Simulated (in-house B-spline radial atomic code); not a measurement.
**Hg⁵⁺: ionisation energy by several methods**

One table from this session's results is given with a row withheld; the runs are named, their logs left out.

The numbers are computed with in-house B-spline radial atomic code version 1 (non-relativistic, several functionals, spin-polarised, exact exchange averaged over the configuration; spherical all-electron atom at the radial basis limit), except any that are marked as measured or tabulated.

## What is computed

```
element       : mercury (Z = 80)
charge        : +5
electrons     : 75
configuration : [Xe] 4f14 5d7
nucleus       : point
```

Outer shells as boxes (Hund's rule):

[Xe] 4f14 5d7
```
[Xe] core
4f [↑↓][↑↓][↑↓][↑↓][↑↓][↑↓][↑↓]
5d [↑↓][↑↓][↑ ][↑ ][↑ ]
```

Where spins are not typed, each open shell is filled with up spins first.

The first run:

Settings, as recorded:

```ini
Z = 80
electrons = 75.0
configuration = [Xe] 4f14 5d7
hamiltonian = nr
method = m062x
spin_polarised = True
exact_exchange = averaged over the configuration
```

Launch:

```bash
$ python run_scf.py task.json out
```

One command runs all members of the session, one after another, from task.json.

Steps of the session up to this table: M06-2X, a global hybrid; LC-ωPBE, a range-separated hybrid; r2SCAN0, a global hybrid; HSE06, a range-separated hybrid; B97-1, a global hybrid; TPSSh, a global hybrid.

One table of the session follows, with a row left open; its other results are not shown here.

| method | ΔSCF (eV) |
| --- | --- |
| M06-2X | ? |
| r2SCAN0 | 80.732 |
| B97-1 | 80.971 |
| TPSSh | 80.787 |
| LC-ωPBE | 80.816 |
| HSE06 | 80.787 |

Q: Estimate the row for M06-2X from the others.

As computed: ΔSCF (eV): 81.532. In the column «ΔSCF (eV)» it is the highest.

Limits of these values: These runs leave out relativity, which matters at this nuclear charge.
